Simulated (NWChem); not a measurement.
# SeF2 (SMILES F[Se]F) at 5 levels

Aim: a comparison of 5 runs (HF/def2-SVP, BLYP/STO-3G, TPSS/STO-3G, TPSSh/6-31G**, B3LYP/6-31G*) of SeF2. 

The results are computed with NWChem 7.3.0.

## Step 1: The molecule

SeF2: 3 atoms, total charge 0, spin state singlet. As SMILES, `F[Se]F`. The shape comes from GFN2-xTB, which is rough for such elements, and wasn't checked as a minimum.

Bond lengths: Se1–F2 1.794 Å, Se1–F3 1.792 Å. Angles: F2–Se1–F3 94.7°.

## Step 2: Energy and forces at HF/def2-SVP (run 1)

run.py

```python
from ase import Atoms
from ase.calculators.nwchem import NWChem

molecule = Atoms(['Se', 'F', 'F'], positions=[
    [0.004560, -0.007890, -0.809500],
    [1.316670, -0.018700, 0.413670],
    [-1.321230, 0.026590, 0.395840],
])

calc = NWChem(
    label='input',
    theory='scf',
    memory='2200 mb',
    basis='def2-SVP',
    basispar='spherical bse',
    scf={'nopen': '0', 'rhf': None, 'thresh': '1e-08', 'maxiter': '80'},
)
molecule.calc = calc

forces = molecule.get_forces()
e = molecule.get_potential_energy()
print(f"E = {e:.6f} eV")
print("forces (eV/A):")
for s, f in zip(molecule.symbols, forces):
    print(f"{s:2s} {f[0]:10.5f} {f[1]:10.5f} {f[2]:10.5f}")
print("dipole (e A):", molecule.get_dipole_moment().round(4))
```

Command:

```sh
$ export ASE_NWCHEM_COMMAND="nwchem PREFIX.nwi > PREFIX.nwo"
$ python run.py
```

What it wrote:

```text
E = -70700.259016 eV
forces (eV/A):
Se    0.00725    0.02905    3.02177
F    -1.54714    0.01188   -1.53248
F     1.53989   -0.04093   -1.48929
dipole (e A): [ 0.0026 -0.0064 -0.6587]
```

The calculator wrote input.nwi:

```
title "input"

permanent_dir input

scratch_dir input

start input

geometry units angstrom nocenter noautosym noautoz
  Se 4.5599999999999998e-03 -7.8899999999999994e-03 -8.0950000000000000e-01
  F  1.3166700000000000e+00 -1.8700000000000001e-02 4.1366999999999998e-01
  F  -1.3212299999999999e+00 2.6589999999999999e-02 3.9584000000000003e-01
end

memory 2200 mb

basis spherical bse noprint
   * library def2-SVP
end

scf
  nopen 0
  rhf
  thresh 1e-08
  maxiter 80
end

task scf gradient
```

input.nwo:

```text
Northwest Computational Chemistry Package (NWChem) 7.3.0
             --------------------------------------------------------

           Job information
           ---------------

    nwchem branch   = 7.3.0
    use scalapack   = T
    input           = input.nwi
    prefix          = input.
    data base       = input/input.db
    status          = startup
    nproc           =        1

           Memory information
           ------------------

[... 5 lines left out ...]
    hardfail = no
[... 113 lines left out ...]
         Quadratically convergent ROHF
[... 14 lines left out ...]
       Final RHF  results
[... 4 lines left out ...]
      Two-electron energy =   1217.113874654008
[... 45 lines left out ...]
                       ROHF Final Molecular Orbital Analysis
[... 208 lines left out ...]
                 ----------------------------------------
                 |  Time  |  1-e(secs)   |  2-e(secs)   |
                 ----------------------------------------
                 |  CPU   |       0.00   |       0.82   |
                 ----------------------------------------
                 |  WALL  |       0.00   |       0.82   |
                 ----------------------------------------

 Task  times  cpu:        6.0s     wall:        6.0s
 Total times  cpu:        6.0s     wall:        6.0s
```

Run time: 6.9 s. Hardware: 1 thread of Intel Xeon 6975P-C (Granite Rapids), shared host; peak memory 0.097 GiB.

## Step 3: Energy and forces at BLYP/STO-3G (run 2)

Edit run.py of step 2 so:

```diff
@@ -10,8 +10,8 @@
 calc = NWChem(
-    label='input',
-    theory='scf',
+    label='f2se',
+    theory='dft',
     memory='2200 mb',
-    basis='def2-SVP',
+    basis='STO-3G',
     basispar='spherical bse',
-    scf={'nopen': '0', 'rhf': None, 'thresh': '1e-08', 'maxiter': '80'},
+    dft={'xc': 'becke88 lyp', 'mult': '1', 'grid': 'xfine', 'convergence': 'energy 1e-08', 'iterations': '100', 'mulliken': None},
 )
```

Command:

```sh
$ export ASE_NWCHEM_COMMAND="nwchem PREFIX.nwi > PREFIX.nwo"
$ python run.py
```

What it wrote:

```text
E = -69971.630168 eV
forces (eV/A):
Se    0.04859   -0.02129   -2.11751
F     0.98468   -0.00684    1.04870
F    -1.03328    0.02813    1.06881
dipole (e A): [-0.0004 -0.0003 -0.0306]
```

The calculator wrote f2se.nwi:

```
title "f2se"

permanent_dir f2se

scratch_dir f2se

start f2se

geometry units angstrom nocenter noautosym noautoz
  Se 4.5599999999999998e-03 -7.8899999999999994e-03 -8.0950000000000000e-01
  F  1.3166700000000000e+00 -1.8700000000000001e-02 4.1366999999999998e-01
  F  -1.3212299999999999e+00 2.6589999999999999e-02 3.9584000000000003e-01
end

memory 2200 mb

basis spherical bse noprint
   * library STO-3G
end

dft
  xc becke88 lyp
  mult 1
  grid xfine
  convergence energy 1e-08
  iterations 100
  mulliken
end

task dft gradient
```

f2se.nwo:

```text
Northwest Computational Chemistry Package (NWChem) 7.3.0
             --------------------------------------------------------

           Job information
           ---------------

    nwchem branch   = 7.3.0
    use scalapack   = T
    input           = f2se.nwi
    prefix          = f2se.
    data base       = f2se/f2se.db
    status          = startup
    nproc           =        1

           Memory information
           ------------------

[... 5 lines left out ...]
    hardfail = no
[... 84 lines left out ...]
  convergence criterion.
[... 37 lines left out ...]
          Spatial weights used:  Erf1
[... 32 lines left out ...]
 1-e energy   =   -3997.229975
[... 50 lines left out ...]
           Coulomb energy =     1334.095693565070
[... 261 lines left out ...]
          Convergence on density requested:  1.00D-05
[... 23 lines left out ...]
          total energy or number of iterations.
[... 34 lines left out ...]
                 ----------------------------------------
                 |  Time  |  1-e(secs)   |  2-e(secs)   |
                 ----------------------------------------
                 |  CPU   |       0.00   |       0.16   |
                 ----------------------------------------
                 |  WALL  |       0.00   |       0.16   |
                 ----------------------------------------

 Task  times  cpu:        2.1s     wall:        2.1s
 Total times  cpu:        2.1s     wall:        2.1s
```

It took 3.3 s on 1 thread of Intel Xeon 6975P-C (Granite Rapids), shared host; peak memory 0.12 GiB.

## Step 4: Energy and gradient at TPSS/STO-3G (run 3)

test.nw

```
start test
memory stack 880 mb heap 220 mb global 1100 mb
geometry noautosym nocenter noautoz
  Se     0.004560    -0.007890    -0.809500
  F      1.316670    -0.018700     0.413670
  F     -1.321230     0.026590     0.395840
end
basis "ao basis" spherical bse
  * library STO-3G
end
dft
  xc xtpss03 ctpss03
  grid xfine
  convergence energy 1e-08
  iterations 100
  mulliken
end
task dft gradient
```

Command:

```sh
$ nwchem test.nw > test.out
```

What it wrote:

```text
[...]
          Wavefunction type:  closed shell.
          No. of atoms     :     3
          No. of electrons :    52
[...]
          Charge           :     0
          Spin multiplicity:     1
[...]
          AO basis - number of functions:    28
[...]
              XC Information
              --------------
                  TPSS metaGGA Exchange Functional  1.000
             TPSS03 metaGGA Correlation Functional  1.000
[...]
 d= 0,ls=0.0,diis     1  -2571.4299900985 -2.77D+03  8.17D-02  4.82D-01     0.4
[...]
 d= 0,ls=0.0,diis     8  -2571.5531183261  3.78D-09  6.56D-06  2.40D-08     2.5
         Total DFT energy =    -2571.553118326115
      One electron energy =    -3993.651911812242
           Coulomb energy =     1334.157543357105
    Exchange-Corr. energy =     -108.928496260287
 Nuclear repulsion energy =      196.869746389309
[...]
      Total Density - Mulliken Population Analysis
     ---------------------------------------------
    Atom       Charge   Shell Charges
 -----------   ------   -------------------------------------------------------
    1 Se  34    33.76   2.00  2.00  6.00  2.00  5.96  1.90  3.90 10.00
    2 F    9     9.12   2.00  1.99  5.13
    3 F    9     9.12   2.00  1.99  5.13
[...]
  wavefunction    = closed shell
                         DFT ENERGY GRADIENTS
    atom               coordinates                        gradient
                 x          y          z           x          y          z
   1 Se      0.008617  -0.014910  -1.529733   -0.000915   0.000359   0.035617
   2 F       2.488146  -0.035338   0.781723   -0.015917   0.000105  -0.017590
   3 F      -2.496763   0.050248   0.748029    0.016832  -0.000464  -0.018027
[...]
```

Wall time 3.9 s (1 thread of Intel Xeon 6975P-C (Granite Rapids), shared host); peak memory 0.12 GiB.

Run 4 isn't shown in full; the table further down has it.

## Step 5: Energy and gradient at B3LYP/6-31G(d) (Cartesian functions) (run 5)

f2se.nw

```
start f2se
memory total 2200 mb

geometry units angstroms noautosym nocenter noautoz
  Se       0.004560      -0.007890      -0.809500
  F        1.316670      -0.018700       0.413670
  F       -1.321230       0.026590       0.395840
end

basis "ao basis" cartesian
  * library 6-31G*
end

dft
  xc b3lyp
  grid xfine
  convergence energy 1e-08
  maxiter 100
  mulliken
  print medium
end

task dft gradient
```

Command:

```sh
$ nwchem f2se.nw > f2se.out
```

What it wrote:

```text
[...]
          Wavefunction type:  closed shell.
          No. of atoms     :     3
          No. of electrons :    52
[...]
          Charge           :     0
          Spin multiplicity:     1
[...]
          AO basis - number of functions:    65
[...]
              XC Information
              --------------
                         B3LYP Method XC Potential
                     Hartree-Fock (Exact) Exchange  0.200
                        Slater Exchange Functional  0.800 local
                    Becke 1988 Exchange Functional  0.720 non-local
              Lee-Yang-Parr Correlation Functional  0.810
                  VWN I RPA Correlation Functional  0.190 local
[...]
 d= 0,ls=0.0,diis     1  -2600.8216883668 -2.80D+03  2.83D-02  1.80D+00     1.1
[...]
 d= 0,ls=0.0,diis    10  -2600.9200377126 -4.69D-09  5.53D-07  3.27D-09     7.4
         Total DFT energy =    -2600.920037712563
      One electron energy =    -4012.381941275008
           Coulomb energy =     1322.643087812923
    Exchange-Corr. energy =     -108.050930639787
 Nuclear repulsion energy =      196.869746389309
[...]
  wavefunction    = closed shell
                         DFT ENERGY GRADIENTS
    atom               coordinates                        gradient
                 x          y          z           x          y          z
   1 Se      0.008617  -0.014910  -1.529733   -0.000346  -0.000272  -0.028811
   2 F       2.488146  -0.035338   0.781723    0.010103  -0.000032   0.014707
   3 F      -2.496763   0.050248   0.748029   -0.009757   0.000304   0.014104
[...]
```

It took 9.9 s on 1 thread of Intel Xeon 6975P-C (Granite Rapids), shared host; peak memory 0.12 GiB.

## Step 6: All runs side by side

| run | level | iteration cap | module | energy (Eh) | dipole moment (D) | HOMO energy (eV) | LUMO energy (eV) | wall time |
| --- | --- | --- | --- | --- | --- | --- | --- | --- |
| 1 | HF/def2-SVP | 80 | scf | -2598.186618 | 3.16 | -10.76 | 1.13 | 6.9 s |
| 2 | BLYP/STO-3G | 100 | dft | -2571.410001 | 0.15 | -1.30 | 1.78 | 3.3 s |
| 3 | TPSS/STO-3G | 100 | dft | -2571.553118 | 0.11 | -1.69 | 1.63 | 3.9 s |
| 4 | TPSSh/6-31G** (spherical functions) | 100 | dft | -2600.804776 | 2.14 | – | – | 12 s |
| 5 | B3LYP/6-31G* (Cartesian functions) | 100 | dft | -2600.920038 | 2.27 | -6.81 | -2.79 | 9.9 s |

## Step 7: Summary of results

| quantity | value |
| --- | --- |
| run 5: total energy | -2600.92004 Eh |
| run 5: dipole moment | 2.27 D |
| run 5: HOMO energy | -6.81 eV |
| run 5: LUMO energy | -2.79 eV |
| run 5: HOMO–LUMO gap | 4.02 eV |
| run 5: largest force on an atom | 1.482 eV/Å |

The dipole moment (its size) runs from 0.11 D (TPSS/STO-3G) to 3.16 D (HF/def2-SVP). The two ends differ in method and basis. Over runs 1, 2, 3, 5 the HOMO–LUMO gap runs from 3.08 eV (BLYP/STO-3G) to 11.90 eV (HF/def2-SVP). Totals of different functionals can't be ranked against each other. In runs 2, 3 the basis is minimal, so the values are rough. All runs together took 36 s, the longest 12 s.
